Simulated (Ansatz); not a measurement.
Working through a ladder of methods at one geometry of ClFGa, SMILES [F][Ga][Cl]

Computed with Ansatz 0.2.0 through its Python package.

Typed at the interpreter:
```pycon
>>> import ansatz
>>> BASIS_SET = 'def2-SVP'
>>> mol = (
...     ansatz.Crystal.molecule()
...     .atom('F', (-1.5323, 0.5233, -0.7902))
...     .atom('Ga', (-0.0356, 0.4168, 0.0286))
...     .atom('Cl', (1.557, -1.0049, 0.7483))
... )
>>> model = (
...     mol.calculation()
...     .basis(gaussian=BASIS_SET)
...     .spin('collinear', total=1)
... )
>>> methods = ['mp2', 'ccsd', 'ccsd_t']
>>> batch = ansatz.Session.batch([model.correlation(m).input() for m in methods])
>>> reports = sorted(batch.plan().execute().molecular_reports, key=lambda each: each['member'])

>>> print(f'Hartree-Fock reference {reports[0]["reference_energy_ev"] / 27.211386246:.6f} Ha')
Hartree-Fock reference -2481.776540 Ha
>>> best = reports[-1]['free_energy_ev'] - reports[-1]['reference_energy_ev']
>>> for method, each in zip(methods, reports):
...     gained = each['free_energy_ev'] - each['reference_energy_ev']
...     print(f'{method:8s} total {each["free_energy_ev"] / 27.211386246:.6f} Ha  correlation {gained:9.4f} eV  ({100 * gained / best:.1f} % of the last)')
...
mp2      total -2482.283437 Ha  correlation  -13.7934 eV  (96.8 % of the last)
ccsd     total -2482.287013 Ha  correlation  -13.8907 eV  (97.5 % of the last)
ccsd_t   total -2482.299938 Ha  correlation  -14.2424 eV  (100.0 % of the last)
```

Notes:
- Total energies depend on the basis set; only differences at equal settings carry meaning.
- The geometry is a force-field or estimated start, not a minimum of this method, and the basis set is short of its limit. A lower total doesn't mark the better method: functionals have no common bound, and MP2 and coupled cluster aren't variational.
- The species is open-shell (spin multiplicity 2).
- Inner cores stay frozen; a filled d shell under the valence of the heavier atoms is correlated with it.

(Lines on the test bed's own set-up are left out of the output.)
